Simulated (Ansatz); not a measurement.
# Si: the cost of one run

Program: Ansatz 0.2.0. Level of theory: DFT r2SCAN, scalar-relativistic, plane waves, PAW. These are calculated values, not measurements.

## Step 1: Starting point

It takes space group Fd-3m (No. 227, cubic). The conventional cell has a = 5.431 Å, b = 5.431 Å, c = 5.431 Å, α = 90.00°, β = 90.00°, γ = 90.00°. Around Si (site symmetry -43m) lie 4 Si at 2.35 Å.

Coordinates:

```cif
data_structure
_symmetry_space_group_name_H-M 'P 1'
_symmetry_Int_Tables_number 1
_cell_length_a 3.8403
_cell_length_b 3.8403
_cell_length_c 3.8403
_cell_angle_alpha 60.000
_cell_angle_beta 60.000
_cell_angle_gamma 60.000
_cell_volume 40.05
loop_
_atom_site_label
_atom_site_type_symbol
_atom_site_fract_x
_atom_site_fract_y
_atom_site_fract_z
_atom_site_occupancy
Si1 Si 0.00000 0.00000 0.00000 1
Si2 Si 0.25000 0.25000 0.25000 1
```

## Step 2: Relaxing cell and atoms: Si, no spin

The input, input.yaml:

```yaml
crystal:
  lattice:
    - [0.0, 2.7155, 2.7155]
    - [2.7155, 0.0, 2.7155]
    - [2.7155, 2.7155, 0.0]
  atoms:
    - { symbol: Si, position: [0.0, 0.0, 0.0] }
    - { symbol: Si, position: [0.25, 0.25, 0.25] }
scf:
  occupations: { method: gaussian, width: 0.01 }
output:
  forces: true
  stress: true
  eigenvalues: true
hamiltonian:
  xc: r2scan
kpoints:
  mp_grid: { grid: [10, 10, 10] }
relax:
  f_tol: 0.002
  cell: { stress_tol: 0.02 }
```

Launch:

```console
$ ansatz run input.yaml --threads 8 --pin off --max-ram 24576MiB --backend cpu --events-out ev --progress --plain --runs-dir out
```

What time and memory should one allow on 8 threads of Arm Neoverse V2, shared host?

About 2.1 s, with a peak of 0.44 GiB.
